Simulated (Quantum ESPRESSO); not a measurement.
# In3As (P1) in Quantum ESPRESSO: reference runs

How does In3As come out in PBE? The cell is run as given.

Program: Quantum ESPRESSO 7.5. These are calculated values, not measurements. Logs are shortened: lines on timing, memory, paths and dates and some standing lists are left out, and cuts for length are marked.

### 1 The structure

The typed cell holds 4 atoms: a = 4.672 Å, b = 4.672 Å, c = 4.672 Å, α = 90.00°, β = 90.00°, γ = 90.00°.

The cell comes from a database or a generator and needn't be the stable form of this composition.

### 2 Single point, PBE

pw.in

```
&CONTROL
  calculation = 'scf'
  prefix = 'pwscf'
  outdir = './tmp'
  pseudo_dir = './pseudo'
  tprnfor = .true.
  tstress = .true.
  disk_io = 'nowf'
/
&SYSTEM
  ibrav = 0
  nat = 4
  ntyp = 2
  ecutwfc = 55
  ecutrho = 440
  nbnd = 31
  occupations = 'smearing'
  smearing = 'fd'
  degauss = 0.00367493
/
&ELECTRONS
  conv_thr = 8d-10
  electron_maxstep = 120
  mixing_beta = 0.5
/
ATOMIC_SPECIES
In   114.8180 In.pbe-dn-rrkjus_psl.0.2.2.UPF
As    74.9216 As.pbe-n-rrkjus_psl.0.2.UPF
CELL_PARAMETERS angstrom
   4.6716810000    0.0000000000    0.0000000000
   0.0000000000    4.6716810000    0.0000000000
   0.0000000000    0.0000000000    4.6716810000
ATOMIC_POSITIONS crystal
In     0.9952535300    0.4979299900    0.4938664600
In     0.4952535300    0.9979299900    0.4938664600
In     0.4952535300    0.4979299900    0.9938664600
As     0.0142394000    0.0062100300    0.0184006100
K_POINTS automatic
6 6 6 0 0 0
```

Potentials or basis: SSSP 1.3 efficiency PBE.

Run with:

```console
> OMP_NUM_THREADS=1 pw.x -in pw.in > pw.out
```

pw.out:

```text
This program is part of the open-source Quantum ESPRESSO suite
     for quantum simulation of materials; please cite
         "P. Giannozzi et al., J. Phys.:Condens. Matter 21 395502 (2009);
         "P. Giannozzi et al., J. Phys.:Condens. Matter 29 465901 (2017);
         "P. Giannozzi et al., J. Chem. Phys. 152 154105 (2020);
     in publications or presentations arising from this work. More details at

     file In.pbe-dn-rrkjus_psl.0.2.2.UPF: wavefunction(s)  5S renormalized

     G-vector sticks info
     --------------------
     sticks:   dense  smooth     PW     G-vecs:    dense   smooth      PW
     Sum        2733    1361    401               107207    37993    6031

     Using Slab Decomposition

     bravais-lattice index     =            0
     lattice parameter (alat)  =       8.8282  a.u.
     unit-cell volume          =     688.0439 (a.u.)^3
     number of atoms/cell      =            4
     number of atomic types    =            2
     number of electrons       =        44.00
     number of Kohn-Sham states=           31
     kinetic-energy cutoff     =      55.0000  Ry
     charge density cutoff     =     440.0000  Ry
     scf convergence threshold =      8.0E-10
     mixing beta               =       0.5000
     number of iterations used =            8  plain     mixing
     Exchange-correlation= PBE
                           (   1   4   3   4   0   0   0)

     celldm(1)=   8.828198  celldm(2)=   0.000000  celldm(3)=   0.000000
     celldm(4)=   0.000000  celldm(5)=   0.000000  celldm(6)=   0.000000

     crystal axes: (cart. coord. in units of alat)
               a(1) = (   1.000000   0.000000   0.000000 )
               a(2) = (   0.000000   1.000000   0.000000 )
               a(3) = (   0.000000   0.000000   1.000000 )

     reciprocal axes: (cart. coord. in units 2 pi/alat)
               b(1) = (  1.000000  0.000000  0.000000 )
               b(2) = (  0.000000  1.000000  0.000000 )
               b(3) = (  0.000000  0.000000  1.000000 )

     PseudoPot. # 1 for In read from file:
     In.pbe-dn-rrkjus_psl.0.2.2.UPF
     Pseudo is Ultrasoft + core correction, Zval = 13.0
     Generated using "atomic" code by A. Dal Corso  v.5.0.99 svn rev. 10869
     Using radial grid of 1241 points,  6 beta functions with:
                l(1) =   0
                l(2) =   0
                l(3) =   1
                l(4) =   1
                l(5) =   2
                l(6) =   2
     Q(r) pseudized with 0 coefficients

     PseudoPot. # 2 for As read from file:
     As.pbe-n-rrkjus_psl.0.2.UPF
     Pseudo is Ultrasoft + core correction, Zval =  5.0
     Generated using "atomic" code by A. Dal Corso  v.5.0.99 svn rev. 10869
     Using radial grid of 1209 points,  4 beta functions with:
                l(1) =   0
                l(2) =   0
                l(3) =   1
                l(4) =   1
     Q(r) pseudized with 0 coefficients

     atomic species   valence    mass     pseudopotential
     In               13.00   114.81800     In( 1.00)
     As                5.00    74.92160     As( 1.00)

     No symmetry found

   Cartesian axes

     site n.     atom                  positions (alat units)
         1        In     tau(   1) = (   0.9952535   0.4979300   0.4938665  )
         2        In     tau(   2) = (   0.4952535   0.9979300   0.4938665  )
         3        In     tau(   3) = (   0.4952535   0.4979300   0.9938665  )
         4        As     tau(   4) = (   0.0142394   0.0062100   0.0184006  )

     number of k points=   112  Fermi-Dirac smearing, width (Ry)=  0.0037

     Number of k-points >= 100: set verbosity='high' to print them.

     Dense  grid:   107207 G-vectors     FFT dimensions: (  60,  60,  60)

     Smooth grid:    37993 G-vectors     FFT dimensions: (  45,  45,  45)

     Initial potential from superposition of free atoms

     starting charge      43.9886, renormalised to      44.0000
     Starting wfcs are   31 randomized atomic wfcs

     Self-consistent Calculation

     iteration #  1     ecut=    55.00 Ry     beta= 0.50
     Davidson diagonalization with overlap
     ethr =  1.00E-02,  avg # of iterations =  4.4

     Threshold (ethr) on eigenvalues was too large:
     Diagonalizing with lowered threshold

     Davidson diagonalization with overlap
     ethr =  1.49E-04,  avg # of iterations =  6.1

     total energy              =    -452.68165070 Ry
     estimated scf accuracy    <       0.06368029 Ry

     iteration #  2     ecut=    55.00 Ry     beta= 0.50
     Davidson diagonalization with overlap
     ethr =  1.45E-04,  avg # of iterations =  2.1

     total energy              =    -452.69706162 Ry
     estimated scf accuracy    <       0.04087250 Ry

     iteration #  3     ecut=    55.00 Ry     beta= 0.50
     Davidson diagonalization with overlap
     ethr =  9.29E-05,  avg # of iterations =  2.1

     total energy              =    -452.70475532 Ry
     estimated scf accuracy    <       0.00098727 Ry

     iteration #  4     ecut=    55.00 Ry     beta= 0.50
     Davidson diagonalization with overlap
     ethr =  2.24E-06,  avg # of iterations =  8.0

     total energy              =    -452.70498109 Ry
     estimated scf accuracy    <       0.00011533 Ry

     iteration #  5     ecut=    55.00 Ry     beta= 0.50
     Davidson diagonalization with overlap
     ethr =  2.62E-07,  avg # of iterations =  3.9

     total energy              =    -452.70501326 Ry
     estimated scf accuracy    <       0.00000592 Ry

     iteration #  6     ecut=    55.00 Ry     beta= 0.50
     Davidson diagonalization with overlap
     ethr =  1.34E-08,  avg # of iterations =  4.4

     total energy              =    -452.70501650 Ry
     estimated scf accuracy    <       0.00000042 Ry

     iteration #  7     ecut=    55.00 Ry     beta= 0.50
     Davidson diagonalization with overlap
     ethr =  9.56E-10,  avg # of iterations =  3.9

     total energy              =    -452.70501666 Ry
     estimated scf accuracy    <       0.00000004 Ry

     iteration #  8     ecut=    55.00 Ry     beta= 0.50
     Davidson diagonalization with overlap
     ethr =  9.23E-11,  avg # of iterations =  3.9

     total energy              =    -452.70501667 Ry
     estimated scf accuracy    <          2.0E-09 Ry

     iteration #  9     ecut=    55.00 Ry     beta= 0.50
     Davidson diagonalization with overlap
     ethr =  4.53E-12,  avg # of iterations =  4.4

     End of self-consistent calculation

     Number of k-points >= 100: set verbosity='high' to print the bands.

     the Fermi energy is     9.0050 ev

!    total energy              =    -452.70501667 Ry
     estimated scf accuracy    <          6.7E-10 Ry
     smearing contrib. (-TS)   =      -0.00099630 Ry
     internal energy E=F+TS    =    -452.70402037 Ry

     The total energy is F=E-TS. E is the sum of the following terms:
     one-electron contribution =    -148.32106798 Ry
     hartree contribution      =     111.14652145 Ry
     xc contribution           =    -152.00343975 Ry
     ewald contribution        =    -263.52603410 Ry

     convergence has been achieved in   9 iterations

     Forces acting on atoms (cartesian axes, Ry/au):

     atom    1 type  1   force =    -0.00268829    0.00006495    0.00025928
     atom    2 type  1   force =     0.00020787   -0.00120955    0.00030545
     atom    3 type  1   force =     0.00017566    0.00006800   -0.00335055
     atom    4 type  2   force =     0.00230476    0.00107659    0.00278583

     Total force =     0.005864     Total SCF correction =     0.000005

     Computing stress (Cartesian axis) and pressure

          total   stress  (Ry/bohr**3)                   (kbar)     P=        6.22
   0.00004276  -0.00000003  -0.00000034            6.29       -0.00       -0.05
  -0.00000003   0.00003989  -0.00000013           -0.00        5.87       -0.02
  -0.00000034  -0.00000013   0.00004418           -0.05       -0.02        6.50

=------------------------------------------------------------------------------=
   JOB DONE.
=------------------------------------------------------------------------------=
```

Wall time 3.7 min (1 thread of Intel Xeon Platinum 8488C (Sapphire Rapids), shared host); peak memory 0.66 GiB.

What came out:

```
Free energy            : -6159.3655 eV
Pressure               : 0.6 GPa
Largest force          : 0.097 eV/Å
Band gap on the k mesh : none (metal or under the smearing width)
```

Forces in eV/Å, atoms in the order of the input:
```
In  -0.069  0.002  0.007
In   0.005 -0.031  0.008
In   0.005  0.002 -0.086
As   0.059  0.028  0.072
```
